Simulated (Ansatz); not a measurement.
**C₂H₆AlNSe: one species, many methods**

The task here is to estimate one member of a computed series from the others.

Program: Ansatz 0.2.0, Gaussian basis. Level of theory: functionals in def2-TZVPP, the program's frozen cores in correlated methods. These are calculated values, not measurements.

Plan: PBE-D4, r2SCAN-D4, PBE0-D4, B3LYP-D4, ωB97X-V, ωB97M-V, B2PLYP; CCSD(T)/def2-TZVPP; MP2/def2-QZVPP; extrapolation to the limit.

**The geometry**

An earlier PBE0-D4 in a triple-zeta def2 set relaxation fixed the geometry.

SMILES `C=[N][Al]([CH3])[SeH]`, 11 atoms, charge 0, spin multiplicity 1.

Atoms are counted from 1 here; the program's logs count them from 0.

Bond lengths: C1–N2 1.242 Å, C1–H6 1.102 Å, C1–H7 1.102 Å, N2–Al3 1.748 Å, Al3–C4 1.941 Å, Al3–Se5 2.327 Å, C4–H8 1.094 Å, C4–H9 1.092 Å, C4–H10 1.094 Å, Se5–H11 1.469 Å. Angles: N2–C1–H6 122.6°, N2–C1–H7 122.6°, H6–C1–H7 114.8°, C1–N2–Al3 180.0°, N2–Al3–C4 121.8°, N2–Al3–Se5 117.0°, C4–Al3–Se5 121.1°, Al3–C4–H8 111.1°, Al3–C4–H9 111.3°, Al3–C4–H10 111.1°, H8–C4–H9 108.0°, H8–C4–H10 107.1°, H9–C4–H10 108.1°, Al3–Se5–H11 91.5°.

The first run:

The input, in.yaml:

```yaml
crystal:
  periodic: [false, false, false]
  atoms:
    - {symbol: C, position_ang: [0.338710, -1.658946, 1.745266]}
    - {symbol: N, position_ang: [0.176345, -0.908591, 0.768378]}
    - {symbol: Al, position_ang: [-0.050984, 0.147561, -0.605284]}
    - {symbol: C, position_ang: [-0.304810, 2.060012, -0.395073]}
    - {symbol: Se, position_ang: [-0.037253, -0.840009, -2.711947]}
    - {symbol: H, position_ang: [-0.501754, -2.145278, 2.266148]}
    - {symbol: H, position_ang: [1.334247, -1.889615, 2.157466]}
    - {symbol: H, position_ang: [-1.264480, 2.377408, -0.812820]}
    - {symbol: H, position_ang: [-0.281156, 2.350910, 0.657681]}
    - {symbol: H, position_ang: [0.474749, 2.620140, -0.919158]}
    - {symbol: H, position_ang: [0.181687, -2.170490, -2.130059]}
basis:
  gaussian: {orbitals: def2-TZVPP}
hamiltonian: {xc: pbe, dispersion: d4}
output: {forces: true, orbitals: {seedname: orbitals}}
```

Run with:

```
ansatz run in.yaml --threads 4 --pin off --events-out ev --progress --plain --max-ram 10444MiB
```

Steps of the session up to this table: PBE-D4 (GGA); r2SCAN-D4 (meta-GGA); PBE0-D4 (hybrid); B3LYP-D4 (hybrid); ωB97X-V (range-separated); ωB97M-V (range-separated); B2PLYP (double hybrid); CCSD(T) in def2-TZVPP; MP2 in def2-QZVPP.

One of the session's tables, all rows but one given; the rest of the session is left out.

It belongs to the step «Atomisation energies». 

```
            method  atomisation energy (kJ/mol)
            PBE-D4                       4029.3
         r2SCAN-D4                       3962.1
           PBE0-D4                       3954.1
          B3LYP-D4                            ?
           ωB97X-V                       3960.8
           ωB97M-V                       3955.4
            B2PLYP                       3910.0
     HF/def2-TZVPP                       2828.0
    MP2/def2-TZVPP                       3895.6
   CCSD/def2-TZVPP                       3777.1
CCSD(T)/def2-TZVPP                       3841.8
           MP2/CBS                       4007.8
       CCSD(T)/CBS                       3954.1
```

Q: Estimate the row for B3LYP-D4 from the others.

**Answer.** atomisation energy (kJ/mol): 3957.2. In the column «atomisation energy (kJ/mol)» it lies between ωB97M-V (3955.4) and ωB97X-V (3960.8).
